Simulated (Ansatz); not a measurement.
This script makes a test of the smearing width of Cu, space group P6_3/mmc with Ansatz's Python interface.

The script, `smear_cu.py`:
```python
"""How the energy of Cu depends on the smearing."""

import ansatz as az
import matplotlib.pyplot as plt

lattice = az.Lattice.of(
    (2.53409667, 0.0, 0.0),
    (-1.26704833, 2.19459209, 0.0),
    (0.0, 0.0, 4.112571),
)
sites = [
    ("Cu", (1 / 3, 2 / 3, 0.25)),
    ("Cu", (2 / 3, 1 / 3, 0.75)),
]
structure = az.Crystal(lattice=lattice)
for symbol, position in sites:
    structure = structure.atom(symbol, position)

model = (
    structure.calculation()
    .kpoints(14, 14, 7)
    .functional("pbesol")
    .basis(21 * az.Ha)
    .scf(tolerance=1e-10)
)

rows = []
for value in [0.5, 0.3, 0.2, 0.1]:
    r = model.occupations("fermi_dirac", width=value).run(threads=1).report
    rows.append((value, r["free_energy_ev"] / len(r["lattice"]["sites"]), r["n_iterations"], r["n_kpoints"]))

print("  width (eV)   F/atom (eV)    iterations      k-points")
for row in rows:
    print(f"{str(row[0]):>12s}  {row[1]:12.5f}  {row[2]:12d}  {row[3]:12d}")

# differences from the last row
for row in rows[:-1]:
    shift = 1000 * (row[1] - rows[-1][1])
    print(f"{row[0]}: {shift:+.2f} meV/atom" + ("  (within 1 meV)" if abs(shift) < 1 else ""))
plt.figure(figsize=(4.5, 3))
plt.plot([str(row[0]) for row in rows], [1000 * (row[1] - rows[-1][1]) for row in rows], "o-")
plt.xlabel("width (eV)")
plt.ylabel("F - F(last) (meV/atom)")
plt.tight_layout()
plt.savefig("smear.png", dpi=100)
```

How much does the free energy per atom change between the narrowest and the widest smearing, and why?

Going from 0.1 to 0.5 eV changes F by -155.0 meV an atom. The report's estimate for zero width moves by +29.4 meV, so the entropy term explains only part of the change.

What the script printed:

```console
$ python smear_cu.py
  width (eV)   F/atom (eV)    iterations      k-points
         0.5   -6588.92445             7            96
         0.3   -6588.81455             7            96
         0.2   -6588.78629             6            96
         0.1   -6588.76946             6            96
0.5: -154.99 meV/atom
0.3: -45.09 meV/atom
0.2: -16.83 meV/atom
```

Notes:
- For a metal this k-point mesh is coarse: on a finer one energies can move by several to tens of meV an atom and pressures by half a GPa or more, differences at one mesh by less.
- The smearing is wide enough that free energy and stress hold a thermal part of the electrons.
- The narrowest width needs the finest mesh, so the last row is no converged reference.
- This isn't the structure that Cu takes at ambient conditions.
- Run time: 22 s on 1 thread of Intel(R) Xeon(R) Processor @ 2.30GHz (shared host), peak memory 0.56 GiB.
